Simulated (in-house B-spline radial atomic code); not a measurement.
# Ca⁺: ionisation energy by several methods

One table from this session's results is given with a row withheld; the runs are named, their logs left out.

Method: scalar-relativistic (X2C), several functionals, spin-polarised; spherical all-electron atom at the radial basis limit. Code: in-house B-spline radial atomic code version 1.

## The system

* element: calcium (Z = 20)
* charge: +1
* electrons: 19
* configuration: [Ar] 4s1
* nucleus: Fermi, rms radius 3.478 fm

Outer shells as boxes (Hund's rule):

[Ar] 4s1
```
[Ar] core
4s [↑ ]
```

Where spins are not typed, each open shell is filled with up spins first.

The first run:

Settings, as recorded:

```ini
Z = 20
electrons = 19.0
configuration = [Ar] 4s1
hamiltonian = x2c
method = r2scan0
spin_polarised = True
nucleus = fermi
rms_radius = 3.4776
mass_number = 40
atomic_mass = 39.96259085
speed_of_light = 137.035999084
```

Among the steps run: r2SCAN0; PBE0; B97-1; exchange-only LDA; M06-2X; revTPSS; BP86; PBEsol.

One table of the session follows, with a row left open; its other results are not shown here.

```
           method  ΔSCF (eV)
exchange-only LDA     11.520
             BP86     12.047
           PBEsol          ?
          revTPSS     11.691
          r2SCAN0     11.747
             PBE0     11.921
            B97-1     11.692
           M06-2X     11.877
```

Estimate the missing values for PBEsol.

The run gave: ΔSCF (eV): 11.942. In the column «ΔSCF (eV)» it lies between PBE0 (11.921) and BP86 (12.047).
